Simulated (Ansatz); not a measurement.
**Mg: response to strain**

Aim: deform Mg (equal xx and yy strain of -1 %) and compute stress, forces and field gradients with LAPW, PAW and all-electron datasets made for the crystal.

Method: DFT PBEsol, scalar-relativistic, in Ansatz 0.2.0.

### Step 1. The starting structure

It takes space group Im-3m (No. 229, cubic). Conventional cell: a = 2.953 Å, b = 2.953 Å, c = 2.953 Å, α = 90.00°, β = 90.00°, γ = 90.00°. Mg (site symmetry m-3m) is surrounded by 8 Mg at 2.56 Å.

Coordinates:

```
Mg
1.0
    -1.47650    1.47650    1.47650
     1.47650   -1.47650    1.47650
     1.47650    1.47650   -1.47650
Mg
1
Cartesian
  0.0000 0.0000 0.0000
```

### Step 2. After the deformation

Space group Im-3m before, I4/mmm after.

### Step 3. All-electron LAPW

File input.yaml:

```yaml
crystal:
  lattice:
    - [-1.461735, 1.461735, 1.4765]
    - [1.461735, -1.461735, 1.4765]
    - [1.461735, 1.461735, -1.4765]
  atoms:
    - { symbol: Mg, position: [0.0, 0.0, 0.0] }
kpoints:
  mp_grid: { grid: [16, 16, 16] }
  band_path:
    path:
      - [0.0, 0.0, 0.0]
      - [0.0, 0.0, 0.5]
      - [0.25, 0.25, 0.25]
      - [0.0, 0.5, 0.0]
      - [0.0, 0.0, 0.0]
      - [0.5, 0.5, -0.5]
      - [0.495025, 0.504975, -0.495025]
      - [-0.495025, 0.495025, 0.495025]
      - [0.0, 0.0, 0.0]
    npoints: 5
scf:
  occupations: { method: fermi_dirac, width: 0.05 }
hamiltonian:
  xc: pbesol
  pseudopotentials: { kind: all_electron, lapw: { basis_error: 0.00025 } }
output:
  forces: true
  stress: true
  eigenvalues: true
```

Run with:

```console
> ansatz run input.yaml --threads 1 --pin off --max-ram 3072MiB --backend cpu --events-out ev --progress --plain --runs-dir out
```

### Step 4. Frozen-core PAW

File input.yaml:

```yaml
crystal:
  lattice:
    - [-1.461735, 1.461735, 1.4765]
    - [1.461735, -1.461735, 1.4765]
    - [1.461735, 1.461735, -1.4765]
  atoms:
    - { symbol: Mg, position: [0.0, 0.0, 0.0] }
kpoints:
  mp_grid: { grid: [16, 16, 16] }
scf:
  occupations: { method: fermi_dirac, width: 0.05 }
hamiltonian:
  xc: pbesol
  pseudopotentials: { kind: paw }
output:
  forces: true
  stress: true
  eigenvalues: true
  efg: { contact_densities: true }
```

### Step 5. All-electron PAW on datasets made for the crystal

Edit input.yaml of step 4 so:

```diff
@@ -13,3 +13,3 @@
   xc: pbesol
-  pseudopotentials: { kind: paw }
+  pseudopotentials: { kind: all_electron, datasets: crystal }
 output:
```

(Steps that only read results are left out.)

**Question.** What will these runs give? Wanted: pressure; largest shear or deviatoric stress.

**Answer**, as computed:

| quantity | value |
| --- | --- |
| pressure | LAPW 64.70, PAW 64.70, crystal datasets 64.70 GPa |
| largest shear or deviatoric stress (LAPW) | 0.54 GPa |

The largest part of the stress beyond the pressure is 0.54 GPa in size, in the zz component. No run of the undeformed cell stands beside it, so the pressure holds what the given cell had before the change. PAW: stress within 0.01 GPa of LAPW. Crystal datasets: stress within 0.01 GPa of LAPW.
